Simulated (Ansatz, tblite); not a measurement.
# The cluster Zn3S3: rung by rung

The task here is to estimate one member of a computed series from the others.

Program: Ansatz 0.2.0, Gaussian basis. Level of theory: as each input shows. These are calculated values, not measurements.

The runs, in order: GFN1-xTB, GFN2-xTB, PBE-D4/def2-TZVP, r2SCAN-D4/def2-TZVP, BHLYP-D4/def2-TZVP, LDA/def2-TZVP, revPBE-D4/def2-TZVP, PBE-D4/def2-SVP, PBE0-D4/def2-SVP, HF/STO-3G, HF/6-31G, B3LYP-D4/6-31G, PBE0-D4/def2-TZVPD, PBE-D4/def2-TZVPD, BHLYP-D4/def2-TZVPD, CCSD(T)/def2-SVP, MP2/def2-TZVP, RPA/def2-TZVP.

2 further runs of the same task are left out: 2 set aside as unsound or not needed.

## The structure

The singlet was relaxed beforehand with PBE0-D4/def2-SVP. At that level it is the lowest of the isomers that a small search found.

6 atoms, charge 0, spin multiplicity 1.

Bond lengths: Zn1–S4 2.185 Å, Zn1–S5 2.185 Å, Zn2–S5 2.185 Å, Zn2–S6 2.185 Å, Zn3–S4 2.185 Å, Zn3–S6 2.185 Å. Angles: S4–Zn1–S5 158.8°, S5–Zn2–S6 158.8°, S4–Zn3–S6 158.8°, Zn1–S4–Zn3 81.2°, Zn1–S5–Zn2 81.2°, Zn2–S6–Zn3 81.2°.

PBE0-D4/def2-TZVP was run before; its log isn't repeated, and its numbers join the tables.

The first run:

Tight binding, by tblite at 300 K electronic temperature and without a spin-polarisation term:

```python
tblite.interface.Calculator('GFN1-xTB', numbers, positions, charge=0, uhf=0).singlepoint()
```

Tight binding, by tblite at 300 K electronic temperature and without a spin-polarisation term:

```python
tblite.interface.Calculator('GFN2-xTB', numbers, positions, charge=0, uhf=0).singlepoint()
```

start.molden holds the orbitals of an earlier run on this state, given as this run's starting guess.

The input, in.yaml:

```yaml
crystal:
  periodic: [false, false, false]
  atoms:
    - {symbol: Zn, position_ang: [-1.638197, 0.116859, 0.009533]}
    - {symbol: Zn, position_ang: [0.717727, -1.476799, -0.035373]}
    - {symbol: Zn, position_ang: [0.920444, 1.359944, 0.025892]}
    - {symbol: S, position_ang: [-1.083831, 2.230125, 0.053454]}
    - {symbol: S, position_ang: [-1.389963, -2.053639, -0.040235]}
    - {symbol: S, position_ang: [2.473820, -0.176490, -0.013271]}
basis:
  gaussian: {orbitals: def2-TZVP, initial_orbitals: start.molden}
hamiltonian: {xc: pbe, dispersion: d4}
scf: {omitted_lower_state_checks: [starts]}
output: {orbitals: {seedname: orbitals}}
```

The run is started by

```bash
> ansatz run in.yaml --threads 4 --pin off --events-out ev --progress --plain --max-ram 8704MiB
```

Among the steps run: PBE-D4/def2-TZVP; r2SCAN-D4/def2-TZVP; BHLYP-D4/def2-TZVP; LDA/def2-TZVP; revPBE-D4/def2-TZVP; PBE-D4/def2-SVP; PBE0-D4/def2-SVP; HF/STO-3G; HF/6-31G; B3LYP-D4/6-31G; PBE0-D4/def2-TZVPD; PBE-D4/def2-TZVPD; BHLYP-D4/def2-TZVPD; CCSD(T)/def2-SVP; MP2/def2-TZVP; RPA/def2-TZVP.

One table of the session follows, with a row left open; its other results are not shown here.

```
              level  HOMO (eV)  gap (eV)
          HF/STO-3G      -3.02      6.91
           HF/6-31G     -10.01     10.16
      LDA/def2-TZVP          ?         ?
    PBE-D4/def2-SVP      -5.80      3.04
   PBE-D4/def2-TZVP      -6.16      2.95
  PBE-D4/def2-TZVPD      -6.20      2.96
revPBE-D4/def2-TZVP      -6.09      3.00
r2SCAN-D4/def2-TZVP      -6.41      3.44
     B3LYP-D4/6-31G      -7.12      4.41
   PBE0-D4/def2-SVP      -7.00      5.01
  PBE0-D4/def2-TZVP      -7.28      4.86
 PBE0-D4/def2-TZVPD      -7.31      4.87
 BHLYP-D4/def2-TZVP      -8.22      6.55
BHLYP-D4/def2-TZVPD      -8.26      6.56
```

**Question.** Estimate the row for LDA/def2-TZVP.

**Answer.** HOMO (eV): -6.34; gap (eV): 2.84. In the column «HOMO (eV)» it lies between r2SCAN-D4/def2-TZVP (-6.41) and PBE-D4/def2-TZVPD (-6.20).
